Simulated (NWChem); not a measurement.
# A workflow on the pair CN···BNH3Cl−

We compute a single-point energy (singlet [CH3BClN2]−, HF/def2-TZVP), then a single-point energy (singlet CN−, HF/def2-TZVP), then the energy (singlet BNH3Cl, HF/def2-TZVP), then the energy (singlet CN−, HF/def2-TZVP), then the energy (singlet BNH3Cl, HF/def2-TZVP) of CH3BClN2 and its partners. 

The calculation is run with NWChem 7.3.0.

**1. The molecule**

The species is [CH3BClN2]− (8 atoms), meant as a singlet with charge -1. The two molecules were placed rigidly side by side, at 1 times their contact distance; the pair isn't optimised.

Bond lengths: C1–N2 1.170 Å, N3–B4 1.383 Å, B4–Cl5 1.768 Å, N3–H6 1.005 Å, N3–H7 1.006 Å, B4–H8 1.191 Å. Angles: N3–B4–Cl5 119.7°, N3–B4–H8 121.5°, Cl5–B4–H8 118.8°, B4–N3–H6 122.2°, B4–N3–H7 123.2°, H6–N3–H7 114.7°.

**2. The energy at HF/def2-TZVP (run 1)**

ch3bcln2.nw

```
START ch3bcln2
TITLE "CH3BClN2"
memory stack 880 mb heap 220 mb global 1100 mb
charge -1

GEOMETRY units angstroms noautosym nocenter noautoz
  C        0.499700      -0.161700       0.257300
  N       -0.499700       0.161700      -0.257300
  N       -4.294860       0.711560      -1.839260
  B       -3.177770       1.462290      -2.156040
  Cl      -2.862580       1.896520      -3.840540
  H       -4.509610       0.443750      -0.894530
  H       -4.955280       0.390070      -2.527150
  H       -2.415180       1.827510      -1.317260
END

BASIS spherical bse
  * library def2-TZVP
END

SCF
  nopen 0
  rhf
  thresh 1e-08
  maxiter 80
  noprint "final vectors analysis"
END

TASK scf energy
```

On the command line:

```sh
$ nwchem ch3bcln2.nw > ch3bcln2.out
```

The log of the run, shortened:

```text
[...]
  functions       =   179
[...]
  wavefunction    = RHF
[...]
         Total SCF energy =   -632.860066491082
      One-electron energy =  -1178.719961152088
      Two-electron energy =    394.347040151608
 Nuclear repulsion energy =    151.512854509399
        Time for solution =     75.2s
[...]
```

Run time: 77 s. Hardware: 1 thread of AMD EPYC 7R13 (Zen 3), shared host; peak memory 0.11 GiB.

**3. CN−: the energy at HF/def2-TZVP (run 2)**

cn.nw

```
start cn
title "CN"
memory stack 880 mb heap 220 mb global 1100 mb
charge -1
geometry noautosym nocenter noautoz
  C     0.499700   -0.161700    0.257300
  N    -0.499700    0.161700   -0.257300
end
basis spherical bse
  * library def2-TZVP
end
scf
  thresh 1e-08
  maxiter 80
  noprint "final vectors analysis"
end
task scf energy
```

On the command line:

```sh
$ nwchem cn.nw > cn.out
```

The log of the run, shortened:

```text
[...]
  functions       =    62
[...]
  wavefunction    = RHF
[...]
         Total SCF energy =    -92.342233080841
      One-electron energy =   -166.603054844266
      Two-electron energy =     55.259864105245
 Nuclear repulsion energy =     19.000957658179
        Time for solution =      2.8s
[...]
```

It took 3.6 s on 1 thread of AMD EPYC 7R13 (Zen 3), shared host; peak memory 0.098 GiB.

**4. BNH3Cl: a single-point energy at HF/def2-TZVP (run 3)**

a.nw

```
start a
title "BClH3N"
memory total 2200 mb
charge 0
geometry units au noautosym nocenter noautoz
   N   -8.11610914   1.34465352  -3.47569767
   B   -6.00511499   2.76332761  -4.07432511
   Cl  -5.40949221   3.58390339  -7.25756877
   H   -8.52192783   0.83856597  -1.69041671
   H   -9.36412207   0.73712547  -4.77562138
   H   -4.56402874   3.45349339  -2.48926063
end
basis spherical bse
   * library def2-TZVP
end
scf
   thresh 1e-08
   maxiter 80
   print low
end
task scf
```

On the command line:

```sh
$ nwchem a.nw > a.out
```

The log of the run, shortened:

```text
[...]
  functions       =   117
[...]
  wavefunction    = RHF
[...]
         Total SCF energy =   -540.515332138121
      One-electron energy =   -914.288270407527
      Two-electron energy =    288.374786463440
 Nuclear repulsion energy =     85.398151805966
        Time for solution =     28.7s
 Task  times  cpu:       29.2s     wall:       29.2s
[...]
```

Run time: 30 s. Hardware: 1 thread of AMD EPYC 7R13 (Zen 3), shared host; peak memory 0.1 GiB.

**5. CN− among ghost functions: the energy at HF/def2-TZVP (with ghost functions) (run 4)**

m1.nw

```
echo
start m1
title "CN"
memory stack 880 mb heap 220 mb global 1100 mb
charge -1
geometry units atomic noautosym nocenter noautoz
 C   0.94429614 -0.30556871  0.48622653
 N  -0.94429614  0.30556871 -0.48622653
 bqN     -8.116109     1.344654    -3.475698
 bqB     -6.005115     2.763328    -4.074325
 bqCl    -5.409492     3.583903    -7.257569
 bqH     -8.521928     0.838566    -1.690417
 bqH     -9.364122     0.737125    -4.775621
 bqH     -4.564029     3.453493    -2.489261
end
basis spherical bse
 C library def2-TZVP
 N library def2-TZVP
 bqN library N def2-TZVP
 bqB library B def2-TZVP
 bqCl library Cl def2-TZVP
 bqH library H def2-TZVP
end
scf
 nopen 0
 rhf
 thresh 1e-08
 maxiter 80
 print low
end
task scf energy
```

On the command line:

```sh
$ nwchem m1.nw > m1.out
```

The log of the run, shortened:

```text
[...]
  functions       =   179
[...]
  wavefunction    = RHF
[...]
         Total SCF energy =    -92.342888757564
      One-electron energy =   -166.580817353802
      Two-electron energy =     55.236972205439
 Nuclear repulsion energy =     19.000956390799
        Time for solution =     64.6s
 Task  times  cpu:       65.0s     wall:       65.0s
[...]
```

Wall time 66 s (1 thread of AMD EPYC 7R13 (Zen 3), shared host); peak memory 0.11 GiB.

**6. BNH3Cl among ghost functions: the energy at HF/def2-TZVP (with ghost functions) (run 5)**

bclh3n.nw

```
start bclh3n
title "BClH3N"
memory 2200 mb
geometry noautosym nocenter noautoz
  N    -4.294860    0.711560   -1.839260
  B    -3.177770    1.462290   -2.156040
  Cl   -2.862580    1.896520   -3.840540
  H    -4.509610    0.443750   -0.894530
  H    -4.955280    0.390070   -2.527150
  H    -2.415180    1.827510   -1.317260
  bqC      0.499700    -0.161700     0.257300
  bqN     -0.499700     0.161700    -0.257300
end
basis spherical bse
  N library def2-TZVP
  B library def2-TZVP
  Cl library def2-TZVP
  H library def2-TZVP
  bqC library C def2-TZVP
  bqN library N def2-TZVP
end
scf
  thresh 1e-08
  maxiter 80
  print low
end
task scf energy
```

On the command line:

```sh
$ nwchem bclh3n.nw > bclh3n.out
```

The log of the run, shortened:

```text
[...]
  functions       =   179
[...]
  wavefunction    = RHF
[...]
         Total SCF energy =   -540.515358852994
      One-electron energy =   -914.287401104775
      Two-electron energy =    288.373884292779
 Nuclear repulsion energy =     85.398157959003
        Time for solution =     66.9s
 Task  times  cpu:       67.6s     wall:       67.6s
[...]
```

Run time: 68 s. Hardware: 1 thread of AMD EPYC 7R13 (Zen 3), shared host; peak memory 0.11 GiB.

**7. Results**

| quantity | value |
| --- | --- |
| run 1, HF/def2-TZVP: total energy | -632.86007 Eh |
| CN−: total energy | -92.34223 Eh |
| BNH3Cl: total energy | -540.51533 Eh |
| CN− among ghost functions: total energy | -92.34289 Eh |
| BNH3Cl among ghost functions: total energy | -540.51536 Eh |
| interaction energy of the rigid parts CN− and BNH3Cl (parts in their own basis; closest atoms 2.75 Å apart) | -0.068 eV |
| interaction energy of the rigid parts CN− and BNH3Cl (parts in the whole basis, counterpoise; closest atoms 2.75 Å apart) | -0.049 eV |

**Reading.** The interaction energy of the rigid parts CN− and BNH3Cl (parts in their own basis; closest atoms 2.75 Å apart) is −0.07 eV (−1.6 kcal/mol): the parts attract. Without counterpoise this holds the superposition error of the basis. The interaction energy of the rigid parts CN− and BNH3Cl (parts in the whole basis, counterpoise; closest atoms 2.75 Å apart) is −0.05 eV (−4.8 kJ/mol): the parts attract. The basis-set superposition error is 1.8 kJ/mol.
